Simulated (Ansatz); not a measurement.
# CH₃BO₂ (SMILES BC(=O)O): single points off equilibrium

The task here is to estimate one member of a computed series from the others.

The runs use Ansatz 0.2.0, Gaussian basis; single points in def2-TZVPP.

Correlated methods freeze the cores.

**The starting structure**

7 atoms, charge 0, spin multiplicity 1.

Atoms are counted from 1 here; the program's logs count them from 0.

Bond lengths: B1–C2 1.506 Å, B1–H5 1.100 Å, B1–H6 1.246 Å, C2–O3 1.185 Å, C2–O4 1.432 Å, O4–H7 1.104 Å. Angles: C2–B1–H5 122.9°, C2–B1–H6 126.8°, H5–B1–H6 108.1°, B1–C2–O3 126.8°, B1–C2–O4 113.9°, O3–C2–O4 119.0°, C2–O4–H7 108.8°.

Coordinates:

| atom | x (Å) | y (Å) | z (Å) |
| --- | --- | --- | --- |
| B1 | -0.6052 | 0.9093 | -0.1113 |
| C2 | 0.1480 | -0.3904 | -0.2134 |
| O3 | 0.3395 | -1.0236 | -1.1966 |
| O4 | 0.7973 | -0.7824 | 1.0007 |
| H5 | -1.7019 | 0.9607 | -0.0474 |
| H6 | -0.1806 | 2.0429 | -0.4049 |
| H7 | 1.2733 | -1.7672 | 0.8476 |

The first run:

Input file run/in.yaml:

```yaml
crystal:
  periodic: [false, false, false]
  atoms:
    - {symbol: B, position_ang: [-0.605200, 0.909300, -0.111300]}
    - {symbol: C, position_ang: [0.148000, -0.390400, -0.213400]}
    - {symbol: O, position_ang: [0.339500, -1.023600, -1.196600]}
    - {symbol: O, position_ang: [0.797300, -0.782400, 1.000700]}
    - {symbol: H, position_ang: [-1.701900, 0.960700, -0.047400]}
    - {symbol: H, position_ang: [-0.180600, 2.042900, -0.404900]}
    - {symbol: H, position_ang: [1.273300, -1.767200, 0.847600]}
basis:
  gaussian: {orbitals: def2-TZVPP}
correlation: {method: ccsd_t}
output: {forces: true}
```

The command line of these runs was not kept.

Steps of the session up to this table: CCSD(T)/def2-TZVPP; PBE0-D4/def2-TZVPP; wB97M-V/def2-TZVPP; r2SCAN-D4/def2-TZVPP; PBE-D4/def2-TZVPP; HSE06-D4/def2-TZVPP; r2SCAN0-D4/def2-TZVPP.

One table of the session follows, with a row left open; its other results are not shown here.

| method | RMS force component (eV/Å) | angle to CCSD(T) forces (°) | dipole (D) |
| --- | --- | --- | --- |
| CCSD(T) | 1.943 | reference | 1.04 |
| PBE0-D4 | ? | ? | ? |
| wB97M-V | 1.897 | 5.7 | 1.15 |
| r2SCAN-D4 | 1.838 | 4.8 | 1.10 |
| PBE-D4 | 1.826 | 10.7 | 1.01 |
| HSE06-D4 | 1.916 | 6.6 | 1.13 |
| r2SCAN0-D4 | 1.951 | 10.5 | 1.18 |

Estimate the missing values for PBE0-D4.

As computed: RMS force component (eV/Å): 1.917; angle to CCSD(T) forces (°): 6.8; dipole (D): 1.13. In the column «RMS force component (eV/Å)» it lies between HSE06-D4 (1.916) and CCSD(T) (1.943).
